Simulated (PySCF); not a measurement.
# C3H6BrFSi: the cost of one run

Programs: PySCF 2.14.0, with density-fitted response routines of our own. Each step states its level of theory. These are calculated values for one molecule in the gas phase, unless marked as measured. Atoms count from 0, in the outputs and in this text.

## 1. Starting geometry

12 atoms, charge 0, multiplicity 1; geometry from: GFN2-xTB. The atoms were then displaced at random by about 0.01 Å, so the start is not that level's minimum.

Bonds of the start (Å): C0–C1 1.46, C1–F2 1.36, C1–C3 1.36, C3–Si4 1.84, Si4–Br5 2.23, C0–H6 1.09, C0–H7 1.12, C0–H8 1.07, C3–H9 1.10, Si4–H10 1.44, Si4–H11 1.45.

## 2. Geometry optimisation at PBE0-D3(BJ)/def2-SVP

Job settings and geometry (Å):

```
{"job": {"xc": "PBE0", "basis": "def2-SVP", "d3": "d3bj", "grid": 1, "shake": 0.01, "kind": "geom"}, "charge": 0, "multiplicity": 1}
C     -2.113800    -0.258550     0.046760
C     -0.699390    -0.146870    -0.311720
F     -0.486310    -0.393160    -1.634970
C      0.375400     0.138720     0.463260
Si     2.088050     0.189360    -0.211520
Br     3.344670     0.709220     1.560440
H     -2.274850    -0.033800     1.098480
H     -2.687400     0.489390    -0.554700
H     -2.510600    -1.223140    -0.176310
H      0.144610     0.328500     1.520110
H      2.287950     1.269990    -1.149440
H      2.571340    -1.097940    -0.659420
```

Run with:

```
OMP_NUM_THREADS=1 python probes_run.py task.json out
```

One launch serves the whole session: the jobs run in the order shown.

Q: Estimate the wall time and peak memory of this first job on 1 thread of Arm Neoverse V1, shared host.

About 83 s, with a peak of 0.53 GiB.
